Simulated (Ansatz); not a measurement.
# C2H6BGaO: basis-set convergence

How large a basis does C2H6BGaO need? Two functionals are run in growing sets.

The runs use Ansatz 0.2.0, Gaussian basis; one geometry, several basis sets.

Levels to be run: PBE0-D4/def2-SVP; ωB97M-V/def2-SVP; PBE0-D4/def2-QZVPP; ωB97M-V/def2-QZVPP; the functionals' def2-TZVPP values are taken from earlier runs.

## 1. Structure used throughout

An earlier PBE0-D4 in a triple-zeta def2 set relaxation fixed the geometry.

SMILES `[BH]1CO[CH2][GaH]1`, 11 atoms, charge 0, spin multiplicity 1.

Atoms are counted from 1 here; the program's logs count them from 0.

Bond lengths: B1–C2 1.504 Å, B1–Ga5 2.059 Å, B1–H6 1.191 Å, C2–O3 1.345 Å, C2–H7 1.309 Å, C2–H8 1.091 Å, O3–C4 1.446 Å, C4–Ga5 2.011 Å, C4–H9 1.095 Å, C4–H10 1.095 Å, Ga5–H11 1.561 Å. Angles: C2–B1–Ga5 99.6°, C2–B1–H6 118.8°, Ga5–B1–H6 141.6°, B1–C2–O3 126.3°, B1–C2–H7 58.9°, B1–C2–H8 124.7°, O3–C2–H7 110.7°, O3–C2–H8 109.0°, H7–C2–H8 104.7°, C2–O3–C4 116.5°, O3–C4–Ga5 107.5°, O3–C4–H9 106.6°, O3–C4–H10 106.7°, Ga5–C4–H9 114.6°, Ga5–C4–H10 114.3°, H9–C4–H10 106.7°, B1–Ga5–C4 90.1°, B1–Ga5–H11 146.5° and more.

## 2. PBE0-D4 in def2-SVP

File in.yaml:

```yaml
crystal:
  periodic: [false, false, false]
  atoms:
    - {symbol: B, position_ang: [-1.355009, -0.495339, 0.216422]}
    - {symbol: C, position_ang: [-0.098792, -0.816833, 0.977546]}
    - {symbol: O, position_ang: [1.140979, -0.384432, 0.686883]}
    - {symbol: C, position_ang: [1.274311, 0.452129, -0.485144]}
    - {symbol: Ga, position_ang: [-0.559004, 0.670368, -1.283131]}
    - {symbol: H, position_ang: [-2.387732, -0.951070, 0.595276]}
    - {symbol: H, position_ang: [-0.866317, 0.182248, 1.331264]}
    - {symbol: H, position_ang: [-0.053428, -1.456818, 1.859920]}
    - {symbol: H, position_ang: [1.999743, -0.040674, -1.140118]}
    - {symbol: H, position_ang: [1.735028, 1.388065, -0.152372]}
    - {symbol: H, position_ang: [-0.829768, 1.452346, -2.606555]}
basis:
  gaussian: {orbitals: def2-SVP}
hamiltonian: {xc: pbe0, dispersion: d4}
output: {orbitals: {seedname: orbitals}}
```

On the command line:

```bash
$ ansatz run in.yaml --threads 4 --pin off --events-out ev --progress --plain --max-ram 10444MiB
```

The runs that follow: ωB97M-V in def2-SVP; PBE0-D4 in def2-QZVPP; ωB97M-V in def2-QZVPP.

**Question.** What will the summary of the whole plan be? Wanted: PBE0-D4: double and triple zeta above quadruple; ωB97M-V: double and triple zeta above quadruple.

As calculated:

| quantity | value |
| --- | --- |
| PBE0-D4: double and triple zeta above quadruple | 13.65, 1.45 eV |
| ωB97M-V: double and triple zeta above quadruple | 13.80, 1.40 eV |

**Reading.** For PBE0-D4 the step from double to triple zeta gains 12.20 eV and the next only 1.45 eV. Total energies overstate the basis error of differences, where much of it tends to cancel.
